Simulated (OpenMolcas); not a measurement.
# Mo⁵⁺ among point charges: CASSCF and CASPT2 levels and susceptibility

Aim: the splitting of the states of Mo⁵⁺ in the field of 4 point charges, its lowest levels with spin-orbit coupling and its magnetic susceptibility.

The numbers are computed with OpenMolcas 26.06 (state-averaged CASSCF and CASPT2, spin-orbit coupling by RASSI with atomic mean-field integrals), except any that are marked as measured or tabulated.

**1. Starting point**

```
Species                           : Mo⁵⁺ (molybdenum, Z = 42, 37 electrons)
Basis                             : ANO-RCC-VDZP [6s5p3d1f], 43 functions
Scalar Hamiltonian                : DKH2, point nucleus
Inactive shells                   : 1s 2s 2p 3s 3p 3d 4s 4p
Active space                      : 1 electron in 5 orbitals (4d)
Some configurations of this space : 4d
Orbitals                          : optimised for each spin and parity, averaged over all roots
```

The outer shells:

4d
```
4d [↑ ][  ][  ][  ][  ]
```

The ion sits among 4 point charges of -1 e arranged as a square (D4h), 2.06 Å from the ion.

The work runs as a chain of OpenMolcas steps in one folder; each step below is one input file. Labels, J, g values, rates, χT and fits are worked out afterwards by a script from the matrices that RASSI stores. The input lists half of the charges; inversion (Group=XYZ) makes the rest.

**2. One- and two-electron integrals**

File a.inp:

```
&GATEWAY
Coord
1

Mo 0.0 0.0 0.0
Basis=ANO-RCC-VDZP
Group=XYZ
NoMove
AngMom=0.0 0.0 0.0
AMFI
XField
2 Angstrom 0
2.060000 0.000000 0.000000 -1.000000
0.000000 2.060000 0.000000 -1.000000
&SEWARD
```

On the command line:

```bash
$ OMP_NUM_THREADS=1 MOLCAS_MEM=1689 MOLCAS_PROJECT=a pymolcas a.inp > a.log
```

Standard output:

```text
Basis set label: MO.ANO-RCC...6S5P3D1F.

      Electronic valence basis set:
      ------------------
      Associated Effective Charge  42.000000 au
      Associated Actual Charge     42.000000 au
      Nuclear Model: Point charge

      Shell  nPrim  nBasis  Cartesian Spherical Contaminant
         s      21       6        X
         p      18       5        X
         d      13       3                 X
         f       6       1                 X
                  Relativistic Douglas-Kroll-Hess integrals:
                    - DKH order of Hamiltonian: 2
                    - DKH order of Properties : 0
                  Atomic mean-field integrals
```

**3. CASSCF: doublets of even parity, 5 roots**

File a.inp:

```
&RASSCF
FileOrb=start.orb
Symmetry=1
Spin=2
nActEl=1 0 0
Inactive=9 9
Ras2=5 0
CIRoot=5 5 1
SDav=5
CIMx=300
Iter=120 100
PrWF=0.3
OrbListing=Nothing
MaxOrb=0
>>> COPY $Project.JobIph JOB001
```

start.orb holds the contracted functions of the basis, ordered by shell, or the orbitals of the step before.

Standard output:

```text
Wave function specifications:
      -----------------------------

      Number of closed shell electrons          36
      Number of electrons in active shells       1
      Max number of holes in RAS1 space          0
      Max nr of electrons in RAS3 space          0
      Number of inactive orbitals               18
      Number of active orbitals                  5
      Number of secondary orbitals              20
      Spin quantum number                      0.5
      State symmetry                             1
Orbital specifications:
      -----------------------

      Symmetry species                           1   2
                                                ag  au
      Frozen orbitals                            0   0
      Inactive orbitals                          9   9
      Active orbitals                            5   0
      RAS1 orbitals                              0   0
      RAS2 orbitals                              5   0
      RAS3 orbitals                              0   0
      Secondary orbitals                         7  13
      Deleted orbitals                           0   0
      Number of basis functions                 21  22
      Number of CSFs                             5
      Number of root(s) required                 5
      Iter CI   SX   CI       RASSCF       Energy    max ROT     max BLB   max BLB  Level Ln srch  Step   QN
          iter iter root      energy       change     param      element    value   shift minimum  type update
 Nr of preliminary CI iterations:   1
      Total energies have been shifted. Add                -4000.00 au
        1   1    8    0   -45.39850987    0.00E+00   3.34E-01*   8  14 2 -4.49E-01*  0.00   0.00    SX    NO
        2   1    6    0   -45.67461854   -2.76E-01*  2.45E-02    4  10 1 -5.90E-02*  0.00   0.00    SX    NO
        3   1    6    0   -45.67732544   -2.71E-03*  8.59E-03    6  15 2  7.53E-03*  0.00   0.00    SX    NO
        4   1    6    0   -45.67740659   -8.12E-05* -3.94E-03    9  15 2  1.80E-03*  0.00   0.00    SX    NO
        5   1    5    0   -45.67741156   -4.97E-06*  1.51E-03    8  14 2 -4.05E-04*  0.00   0.77    QN   YES
        6   1    5    0   -45.67741212   -5.55E-07*  2.06E-04    8  14 2 -3.50E-05   0.00   0.97    QN   YES
        7   1    4    0   -45.67741212   -5.26E-09  -4.20E-05    9  15 2  1.73E-05   0.00   0.74    QN   YES
      Convergence after  7 iterations
        8   1    4    0   -45.67741212   -7.69E-10  -4.20E-05    9  15 2  1.11E-06   0.00   0.74    QN   YES
      Natural orbitals and occupation numbers for root  1
      sym 1:   1.000000  -0.000000   0.000000   0.000000   0.000000
      Natural orbitals and occupation numbers for root  2
      sym 1:   0.000000  -0.000000  -0.000000   1.000000   0.000000
      Natural orbitals and occupation numbers for root  3
      sym 1:  -0.000000   1.000000  -0.000000  -0.000000   0.000000
::    RASSCF root number  1 Total energy:  -4045.69577372
::    RASSCF root number  2 Total energy:  -4045.69099406
::    RASSCF root number  3 Total energy:  -4045.69099406
::    RASSCF root number  4 Total energy:  -4045.66368392
::    RASSCF root number  5 Total energy:  -4045.64561486
```

**4. State interaction with spin-orbit coupling**

File a.inp:

```
&RASSI
NrOfJobIphs=1 5
1 2 3 4 5
IphNames
JOB001
EJob
SpinOrbit
DIPRint=1.0
SOCoupling=1000.0
Subsets=2
Property=9
'ANGMOM' 1 'ANGMOM' 2 'ANGMOM' 3 'MLTPL  1' 1 'MLTPL  1' 2 'MLTPL  1' 3
'AMFI' 1 'AMFI' 2 'AMFI' 3
SOProperty=3
'ANGMOM' 1 'ANGMOM' 2 'ANGMOM' 3
```

Standard output:

```text
SPIN-FREE ENERGIES:
  (Shifted by EMIN (a.u.) =      -4045.6957737170)

 SF State       Relative EMIN(au)   Rel lowest level(eV)    D:o, cm**(-1)      L_eff

     1             0.0000000000        0.0000000000              0.0000         2.0
     2             0.0047796558        0.1300610605           1049.0132         2.0
     3             0.0047796558        0.1300610605           1049.0132         2.0
     4             0.0320897967        0.8732078533           7042.8963         2.0
     5             0.0501588540        1.3648919507          11008.5960         2.0
     Dipole printing threshold changed to   1.00000000E+00
Eigenvalues of complex Hamiltonian:
   -----------------------------------
  (Shifted by EMIN (a.u.) =      -4045.6957737170)

 SO State       Relative EMIN(au)   Rel lowest level(eV)    D:o, cm**(-1)     J-value

     1            -0.0045088237        0.0000000000              0.0000         1.5
     2            -0.0045088237        0.0000000000              0.0000         1.5
     3             0.0063034770        0.2942176881           2373.0257         1.7
     4             0.0063034770        0.2942176881           2373.0257         1.7
     5             0.0069909607        0.3129250726           2523.9109         2.4
     6             0.0069909607        0.3129250726           2523.9109         2.4
     7             0.0315624244        0.9815486639           7916.7239         1.3
     8             0.0315624244        0.9815486639           7916.7239         1.3
     9             0.0514599240        1.5229872101          12283.7203         1.2
    10             0.0514599240        1.5229872101          12283.7203         1.2
Weights of the five most important spin-orbit-free states for each spin-orbit state.

 SO State  Total energy (au)           Spin-free states, spin, and weights
 -------------------------------------------------------------------------------------------------------
    1        -0.004509       1 0.5  0.6079    3 0.5  0.1960    2 0.5  0.1960    5 0.5  0.0000    4 0.5  0.0000
    2        -0.004509       1 0.5  0.6079    3 0.5  0.1960    2 0.5  0.1960    5 0.5  0.0000    4 0.5  0.0000
    3         0.006303       2 0.5  0.4859    3 0.5  0.4859    4 0.5  0.0201    5 0.5  0.0081    1 0.5  0.0000
    4         0.006303       2 0.5  0.4859    3 0.5  0.4859    4 0.5  0.0201    5 0.5  0.0081    1 0.5  0.0000
    5         0.006991       1 0.5  0.3921    3 0.5  0.3040    2 0.5  0.3040    4 0.5  0.0000    5 0.5  0.0000
    6         0.006991       1 0.5  0.3921    3 0.5  0.3040    2 0.5  0.3040    4 0.5  0.0000    5 0.5  0.0000
    7         0.031562       4 0.5  0.9279    5 0.5  0.0470    2 0.5  0.0125    3 0.5  0.0125    1 0.5  0.0000
    8         0.031562       4 0.5  0.9279    5 0.5  0.0470    2 0.5  0.0125    3 0.5  0.0125    1 0.5  0.0000
    9         0.051460       5 0.5  0.9449    4 0.5  0.0520    3 0.5  0.0016    2 0.5  0.0016    1 0.5  0.0000
   10         0.051460       5 0.5  0.9449    4 0.5  0.0520    3 0.5  0.0016    2 0.5  0.0016    1 0.5  0.0000
 -------------------------------------------------------------------------------------------------------
```

These steps took 1.5 s in all on 1 thread, shared host.

States without spin-orbit coupling:

```
state  degeneracy  E (cm-1)  free-ion L (%)
  2A1           1         0         D (100)
   2E           2      1049         D (100)
  2B2           1      7043         D (100)
  2B1           1     11009         D (100)
```

With spin-orbit coupling:

```csv
E (cm-1),Degeneracy,Label,2S+1,g
0.0,2,E1/2,2,1.17 1.17 1.22
2373,2,E3/2,2,0.12 0.12 3.94
2524,2,E1/2,2,0.78 3.17 3.17
7917,2,E3/2,2,0.18 2.10 2.10
12284,2,E3/2,2,1.98 1.98 3.76
```

Principal g values are given for doublets only; a zero marks a field direction without first-order Zeeman splitting.

Powder χT (cm³ K/mol): 0.13 at 2 K, 0.13 at 5 K, 0.13 at 10 K, 0.13 at 20 K, 0.14 at 50 K, 0.15 at 100 K, 0.15 at 150 K, 0.16 at 200 K, 0.17 at 250 K, 0.17 at 300 K.

Orbitals of the lowest block (energies include the constant potential of the surroundings):

```
shell     space  energy (hartree)  mean occupation  ⟨r²⟩ (bohr²)
   1s  inactive         -740.1638            2.000       0.00163
   2s  inactive         -108.6107            2.000        0.0277
   2p  inactive          -97.0654            6.000        0.0219
   3s  inactive          -20.8879            2.000         0.208
   3p  inactive          -16.9909            6.000         0.213
   3d  inactive          -10.6267           10.000         0.205
   4s  inactive           -4.2228            2.000          1.37
   4p  inactive           -3.0158            6.000          1.58
   4d      RAS2                              1.000          2.46
```

**5. CASPT2: IPEA 0.25, imaginary shift 0.1 (closed shells correlated: 4s 4p)**

File a.inp:

```
>>> COPY JOB001 $Project.JobIph
&CASPT2
Multistate=5 1 2 3 4 5
NoMult
Frozen=8 6
IPEA=0.25
Imaginary=0.1
MaxIter=60
WThr=0.0 0.3 0.05
PrWF=0.5
NoMix
```

Standard output:

```text
Orbital specifications:
      -----------------------

      Symmetry species                           1   2
                                                ag  au
      Frozen orbitals                            8   6
      Inactive orbitals                          1   3
      Active orbitals                            5   0
      Secondary orbitals                         7  13
      Deleted orbitals                           0   0
      Number of basis functions                 21  22
Type of calculation                        SS-CASPT2
      Fock operator                              state-specific
      IPEA shift                                 0.25
      Real shift                                 0.00
      Imaginary shift                            0.10
      The input orbitals will be transformed to quasi-canonical
Reference energy:       -4045.6957737170
      E2 (Non-variational):      -0.1659403550
      Shift correction:          -0.0000760652
      E2 (Variational):          -0.1660164202
      Total energy:           -4045.8617901372
      Residual norm:              0.0000001330
      Reference weight:           0.96659
      Contributions to the CASPT2 correlation energy
      Active & Virtual Only:          0.0000000002
      One Inactive Excited:          -0.0359483552
      Two Inactive Excited:          -0.1299920000
Reference energy:       -4045.6909940612
      E2 (Non-variational):      -0.1658350023
      Shift correction:          -0.0000758464
      E2 (Variational):          -0.1659108487
      Total energy:           -4045.8569049099
      Residual norm:              0.0000001355
      Reference weight:           0.96664
      Contributions to the CASPT2 correlation energy
      Active & Virtual Only:          0.0000000000
      One Inactive Excited:          -0.0358683997
      Two Inactive Excited:          -0.1299666027
::    CASPT2 Root  1     Total energy:  -4045.86179014
::    CASPT2 Root  2     Total energy:  -4045.85690491
::    CASPT2 Root  3     Total energy:  -4045.85690491
::    CASPT2 Root  4     Total energy:  -4045.82980934
::    CASPT2 Root  5     Total energy:  -4045.81176917
```

This run took 0.52 s in all on 1 thread, shared host.

SS-CASPT2: lowest energy less the reference's lowest, -0.1660 hartree; reference weights 0.967.

Spin-free states, with their symmetry labels:

| state | degeneracy | E (cm-1) | free-ion L (%) |
| --- | --- | --- | --- |
| 2A1 | 1 | 0 | D (100) |
| 2E | 2 | 1072 | D (100) |
| 2B2 | 1 | 7019 | D (100) |
| 2B1 | 1 | 10978 | D (100) |

With spin-orbit coupling:

| E (cm-1) | Degeneracy | Label | 2S+1 | g |
| --- | --- | --- | --- | --- |
| 0 | 2 | E1/2 | 2 | 1.16 1.16 1.23 |
| 2390 | 2 | E3/2 | 2 | 0.12 0.12 3.93 |
| 2530 | 2 | E1/2 | 2 | 0.77 3.16 3.16 |
| 7880 | 2 | E3/2 | 2 | 0.18 2.10 2.10 |
| 12240 | 2 | E3/2 | 2 | 1.98 1.98 3.76 |

Powder χT (cm³ K/mol): 0.13 at 2 K, 0.13 at 5 K, 0.13 at 10 K, 0.13 at 20 K, 0.14 at 50 K, 0.14 at 100 K, 0.15 at 150 K, 0.16 at 200 K, 0.16 at 250 K, 0.17 at 300 K.

**6. The methods side by side**

A. CASSCF
B. SS-CASPT2, IPEA 0.25, imaginary shift 0.1 (closed shells correlated: 4s 4p)

```
method  ground state  first state of that spin (cm-1)  first gap with spin-orbit (cm-1)  χT at 300 K
     A           2A1                          2E 1049                            2373.0         0.17
     B           2A1                          2E 1072                            2385.8         0.17
```

**7. What came out**

| quantity | value |
| --- | --- |
| method | SS-CASPT2, IPEA 0.25, imaginary shift 0.1 (closed shells correlated: 4s 4p) |
| spin-free ground state | 2A1, 1-fold in its orbital part |
| first state of the same spin within the active space | 2E at 1070 cm⁻¹ |
| lowest level | 2-fold E1/2, g = 1.16, 1.16, 1.23 |
| next level | 2385.8 cm⁻¹ |
| χT at 300 K | 0.17 cm³ K/mol |
| effective moment at 300 K | 1.17 μB |

Cost by method:

| method | time of its own steps | time with the reference |
| --- | --- | --- |
| A. CASSCF | 1.5 s | 1.5 s |
| B. SS-CASPT2, IPEA 0.25, imaginary shift 0.1, +4s 4p | 0.52 s | 2.1 s |

Times are of one thread on a shared host.

**Reading.** The spin-free ground state (2A1) comes to 100 % from free-ion D terms and keeps the highest spin of the shell. χT at 300 K is 0.17, against 0.38 cm³ K/mol for the spin alone, so orbital moment lowers it. The field of point charges can differ much from that of real complexes. This is an electrostatic model: the charges have no orbitals.
